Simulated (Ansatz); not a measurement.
# C2H5ClO2Si: a ladder of functionals and wavefunction methods

The task here is to estimate one member of a computed series from the others.

Computed with Ansatz 0.2.0, Gaussian basis. Level: functionals in def2-TZVPP, the program's frozen cores in correlated methods.

Plan: PBE-D4, r2SCAN-D4, PBE0-D4, B3LYP-D4, ωB97X-V, ωB97M-V, B2PLYP; CCSD(T)/def2-TZVPP; MP2/def2-QZVPP; extrapolation to the limit.

**The geometry**

The geometry comes from an earlier relaxation with PBE0-D4 in a triple-zeta def2 set; it is a stationary point, not always the lowest conformer.

11 atoms, charge 0, spin multiplicity 1.

Atoms are counted from 1 here; the program's logs count them from 0.

Bond lengths: O1–C2 1.196 Å, C2–O3 1.331 Å, C2–H7 1.099 Å, O3–C4 1.436 Å, C4–Si5 1.887 Å, C4–H8 1.094 Å, C4–H9 1.091 Å, Si5–Cl6 2.055 Å, Si5–H10 1.478 Å, Si5–H11 1.482 Å. Angles: O1–C2–O3 125.8°, O1–C2–H7 125.1°, O3–C2–H7 109.1°, C2–O3–C4 115.8°, O3–C4–Si5 112.9°, O3–C4–H8 109.9°, O3–C4–H9 105.6°, Si5–C4–H8 109.4°, Si5–C4–H9 110.1°, H8–C4–H9 108.9°, C4–Si5–Cl6 108.9°, C4–Si5–H10 111.7°, C4–Si5–H11 108.3°, Cl6–Si5–H10 107.8°, Cl6–Si5–H11 108.3°, H10–Si5–H11 111.7°.

Set-up of the first run:

The input, in.yaml:

```yaml
crystal:
  periodic: [false, false, false]
  atoms:
    - {symbol: O, position_ang: [-1.814164, 1.185688, -0.515381]}
    - {symbol: C, position_ang: [-1.542759, 1.008448, 0.636225]}
    - {symbol: O, position_ang: [-0.754557, 0.046289, 1.110684]}
    - {symbol: C, position_ang: [-0.200874, -0.846549, 0.132303]}
    - {symbol: Si, position_ang: [1.373803, -0.176950, -0.664218]}
    - {symbol: Cl, position_ang: [2.890086, -0.214024, 0.722846]}
    - {symbol: H, position_ang: [-1.910872, 1.617520, 1.473469]}
    - {symbol: H, position_ang: [-0.941865, -1.053649, -0.645207]}
    - {symbol: H, position_ang: [0.015247, -1.771580, 0.668920]}
    - {symbol: H, position_ang: [1.205796, 1.220579, -1.113683]}
    - {symbol: H, position_ang: [1.745559, -1.072673, -1.785258]}
basis:
  gaussian: {orbitals: def2-TZVPP}
hamiltonian: {xc: pbe, dispersion: d4}
output: {forces: true, orbitals: {seedname: orbitals}}
```

The run is started by

```
$ ansatz run in.yaml --threads 4 --pin off --events-out ev --progress --plain --max-ram 10444MiB
```

Steps of the session up to this table: PBE-D4 (GGA); r2SCAN-D4 (meta-GGA); PBE0-D4 (hybrid); B3LYP-D4 (hybrid); ωB97X-V (range-separated); ωB97M-V (range-separated); B2PLYP (double hybrid); CCSD(T) in def2-TZVPP; MP2 in def2-QZVPP.

One table of the session follows, with a row left open; its other results are not shown here.

| method | atomisation energy (kJ/mol) |
| --- | --- |
| PBE-D4 | 4332.4 |
| r2SCAN-D4 | 4240.5 |
| PBE0-D4 | 4222.8 |
| B3LYP-D4 | ? |
| ωB97X-V | 4236.6 |
| ωB97M-V | 4234.8 |
| B2PLYP | 4165.0 |
| HF/def2-TZVPP | 2978.0 |
| MP2/def2-TZVPP | 4205.8 |
| CCSD/def2-TZVPP | 4015.4 |
| CCSD(T)/def2-TZVPP | 4094.9 |
| MP2/CBS | 4327.3 |
| CCSD(T)/CBS | 4216.4 |

**Question.** Estimate the row for B3LYP-D4.

The run gave: atomisation energy (kJ/mol): 4202.8. In the column «atomisation energy (kJ/mol)» it lies between B2PLYP (4165.0) and MP2/def2-TZVPP (4205.8).
